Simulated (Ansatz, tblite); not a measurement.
# The cluster Sn2O4: rung by rung

Aim: run the singlet of the cluster Sn2O4 at one geometry on many levels, and compare frontier levels, spin and run time.

Program: Ansatz 0.2.0, Gaussian basis. Level of theory: as each input shows. These are calculated values, not measurements.

Levels to be run: GFN1-xTB, GFN2-xTB, PBE-D4/def2-TZVP, r2SCAN-D4/def2-TZVP, B2PLYP/def2-TZVP, CAM-B3LYP-D4/def2-TZVP, BHLYP-D4/def2-TZVP, PBE-D4/def2-SVP, PBE0-D4/def2-SVP, PBE0-D4/def2-TZVPD, PBE-D4/def2-TZVPD, B2PLYP/def2-TZVPD, CCSD(T)/def2-SVP, MP2/def2-TZVP, RPA/def2-TZVP.

3 further runs of the same task are left out: 3 set aside as unsound or not needed.

**1. The geometry**

The singlet was relaxed beforehand with r2SCAN-D4/def2-SVP. At that level it is the lowest of the isomers that a small search found.

6 atoms, charge 0, spin multiplicity 1.

Bond lengths: Sn1–O3 2.403 Å, Sn1–O4 1.982 Å, Sn1–O5 2.216 Å, Sn2–O4 2.035 Å, Sn2–O5 2.408 Å, Sn2–O6 2.149 Å, O3–O5 1.510 Å, O3–O6 1.391 Å. Angles: O3–Sn1–O4 87.3°, O3–Sn1–O5 37.9°, O4–Sn1–O5 81.9°, O4–Sn2–O5 76.2°, O4–Sn2–O6 93.1°, O5–Sn2–O6 61.0°, Sn1–O3–O5 64.3°, Sn1–O3–O6 116.0°, O5–O3–O6 106.2°, Sn1–O4–Sn2 109.6°, Sn1–O5–Sn2 90.4°, Sn1–O5–O3 77.8°, Sn2–O5–O3 86.6°, Sn2–O6–O3 100.5°.

Sn takes a core potential in the def2 sets. No spin-orbit coupling is included.

PBE0-D4/def2-TZVP was run before; its log isn't repeated, and its numbers join the tables.

**2. GFN1-xTB**

Tight binding, by tblite at 300 K electronic temperature and without a spin-polarisation term:

```python
tblite.interface.Calculator('GFN1-xTB', numbers, positions, charge=0, uhf=0).singlepoint()
```

Energy -644.9523 eV, HOMO -11.13 eV, LUMO -6.93 eV; 0.004 s.

**3. GFN2-xTB**

Tight binding, by tblite at 300 K electronic temperature and without a spin-polarisation term:

```python
tblite.interface.Calculator('GFN2-xTB', numbers, positions, charge=0, uhf=0).singlepoint()
```

Energy -556.1720 eV, HOMO -11.29 eV, LUMO -7.68 eV; 0.005 s.

**4. PBE-D4/def2-TZVP**

start.molden holds the orbitals of an earlier run on this state, given as this run's starting guess.

Contents of in.yaml:

```yaml
crystal:
  periodic: [false, false, false]
  atoms:
    - {symbol: Sn, position_ang: [-1.506490, -1.010052, -0.325906]}
    - {symbol: Sn, position_ang: [1.530170, -0.278177, 0.684743]}
    - {symbol: O, position_ang: [-0.517568, 1.174999, -0.471523]}
    - {symbol: O, position_ang: [0.329793, -1.721696, -0.100739]}
    - {symbol: O, position_ang: [-0.688491, 0.625824, 0.924819]}
    - {symbol: O, position_ang: [0.852585, 1.209103, -0.711394]}
basis:
  gaussian: {orbitals: def2-TZVP, initial_orbitals: start.molden}
hamiltonian: {xc: pbe, dispersion: d4}
scf: {omitted_lower_state_checks: [starts]}
output: {forces: true, orbitals: {seedname: orbitals}}
```

Run with:

```sh
$ ansatz run in.yaml --threads 4 --pin off --events-out ev --progress --plain --max-ram 8704MiB
```

After this run come: r2SCAN-D4/def2-TZVP; B2PLYP/def2-TZVP; CAM-B3LYP-D4/def2-TZVP; BHLYP-D4/def2-TZVP; PBE-D4/def2-SVP; PBE0-D4/def2-SVP; PBE0-D4/def2-TZVPD; PBE-D4/def2-TZVPD; B2PLYP/def2-TZVPD; CCSD(T)/def2-SVP; MP2/def2-TZVP; RPA/def2-TZVP.

**Question.** What will the summary of the whole plan be? Wanted: gap in def2-TZVP, named functionals, smallest and largest; correlation energy, CCSD(T)/def2-SVP; correlation energy, MP2/def2-TZVP; binding an atom, functionals in def2-TZVP; PBE0 total energy, smallest basis above largest.

**Answer**, as computed:

```
                                                 quantity                                     value
gap in def2-TZVP, named functionals, smallest and largest  2.55 eV (PBE-D4), 7.00 eV (CAM-B3LYP-D4)
                     correlation energy, CCSD(T)/def2-SVP                                 -26.98 eV
                        correlation energy, MP2/def2-TZVP                                 -42.85 eV
                binding an atom, functionals in def2-TZVP       2.68 (BHLYP-D4) to 3.50 eV (PBE-D4)
          PBE0 total energy, smallest basis above largest           10.74 eV (def2-SVP, def2-TZVPD)
```

What this shows: Over the named functionals in def2-TZVP the gap runs from 2.55 eV (PBE-D4) to 7.00 eV (CAM-B3LYP-D4); exact exchange widens it. Notes on CCSD(T)/def2-SVP: large T1 diagnostic.
